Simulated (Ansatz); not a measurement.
# TiAl: a line through a two-coordinate scan

The task here is to estimate one member of a computed series from the others.

Method: DFT LDA, scalar-relativistic, plane waves, PAW, in Ansatz 0.2.0.

56 further runs of the same task are left out: 1 for a known fault of the program, 55 set aside as unsound or not needed.

**Starting point**

It takes space group Pm-3m (No. 221, cubic). The conventional cell has a = 3.124 Å, b = 3.124 Å, c = 3.124 Å, α = 90.00°, β = 90.00°, γ = 90.00°. Around Ti (site symmetry m-3m) lie 8 Al at 2.71 Å. Al (site symmetry m-3m) has 8 Ti at 2.71 Å as nearest neighbours.

Structure file:

```cif
data_structure
_symmetry_space_group_name_H-M 'Pm-3m'
_symmetry_Int_Tables_number 221
_cell_length_a 3.1241
_cell_length_b 3.1241
_cell_length_c 3.1241
_cell_angle_alpha 90.000
_cell_angle_beta 90.000
_cell_angle_gamma 90.000
_cell_volume 30.49
loop_
_atom_site_label
_atom_site_type_symbol
_atom_site_symmetry_multiplicity
_atom_site_Wyckoff_symbol
_atom_site_fract_x
_atom_site_fract_y
_atom_site_fract_z
_atom_site_occupancy
Ti1 Ti 1 a 0.00000 0.00000 0.00000 1
Al1 Al 1 b 0.50000 0.50000 0.50000 1
```

It goes back to an entry of the Materials Project, which need not be the stable form.

This cell was relaxed beforehand with the same method: volume 15.25 Å³/atom, gap on the mesh none (metal).

**The scan**

The energy is mapped over volume and the cell's shape.

First coordinate, volume per atom: 9 values from 13.42 to 17.07 Å³. Second coordinate, c/a of the conventional cell: 11 values from 0.846 to 1.476.

Nothing else is relaxed (symmetry fixes all fractional coordinates). Energies count from the relaxed crystal. Points are written as (first, second).

The first run:

Input file input.yaml:

```yaml
crystal:
  lattice:
    - [2.6785626201, 0.0, 0.0]
    - [0.0, 2.6785626201, 0.0]
    - [0.0, 0.0, 3.7398091301]
  atoms:
    - { symbol: Ti, position: [0.0, 0.0, 0.0] }
    - { symbol: Al, position: [0.5, 0.5, 0.5] }
basis:
  ecutwfc: 520.0
kpoints:
  mp_grid: { grid: [16, 16, 16] }
hamiltonian:
  xc: lda
  pseudopotentials: { kind: paw, azcp: { folder: soft_1 } }
scf:
  occupations: { method: gaussian, width: 0.15 }
output:
  forces: true
  stress: true
  eigenvalues: true
```

The run is started by

```bash
> ansatz run input.yaml --threads 1 --pin off --max-ram 2048MiB --backend cpu --events-out ev --progress --plain --runs-dir out
```

Among the steps run: Grid point (13.42 Å³, 1.396); Point (13.87 Å³, 1.396); Grid point (14.33 Å³, 1.396); Grid point (14.79 Å³, 1.396); Point (15.25 Å³, 1.396); Grid point (15.70 Å³, 1.396); The run at (16.16 Å³, 1.396); Point (16.62 Å³, 1.396); The run at (17.07 Å³, 1.396).

One table of the session follows, with a row left open; its other results are not shown here.

| volume per atom (Å³) | energy (meV/atom) | slope (meV/atom per Å³) | pressure (GPa) |
| --- | --- | --- | --- |
| 13.42 | −27 | −133 | 21.3 |
| 13.87 | ? | ? | ? |
| 14.33 | −113 | −58 | 9.3 |
| 14.79 | −132 | −28 | 4.5 |
| 15.25 | −139 | −2 | 0.4 |
| 15.70 | −135 | 20 | −3.2 |
| 16.16 | −122 | 39 | −6.3 |
| 16.62 | −100 | 56 | −9.0 |
| 17.07 | −71 | 70 | −11.3 |

Estimate the missing values for volume per atom (Å³) = 13.87.

Worked estimate for «energy (meV/atom)». A straight line through the neighbours (13.42, −27) and (14.33, −113) gives −27 + (−113 − −27) × (13.87 − 13.42) / (14.33 − 13.42) = -70; a parabola fitted to 3 rows on both sides gives -78.

As computed: energy (meV/atom): −78; slope (meV/atom per Å³): −93; pressure (GPa): 14.9. In «energy (meV/atom)» the line misses by +8 and the parabola by +0.

Energies count from the relaxed crystal.

Along the line the energy is lowest at 15.25 Å³, −139 meV/atom from the zero. V·d²E/dV² there is about 130 GPa, a bulk modulus under this line's constraint. The well is lopsided: two grid steps out, the energy rises by 26 meV/atom towards smaller values and 18 meV/atom towards larger ones. The highest point computed, at 13.42 Å³, lies 112 meV/atom above the lowest.

To keep in mind: Warnings in the runs' records: pseudo functional mismatch.
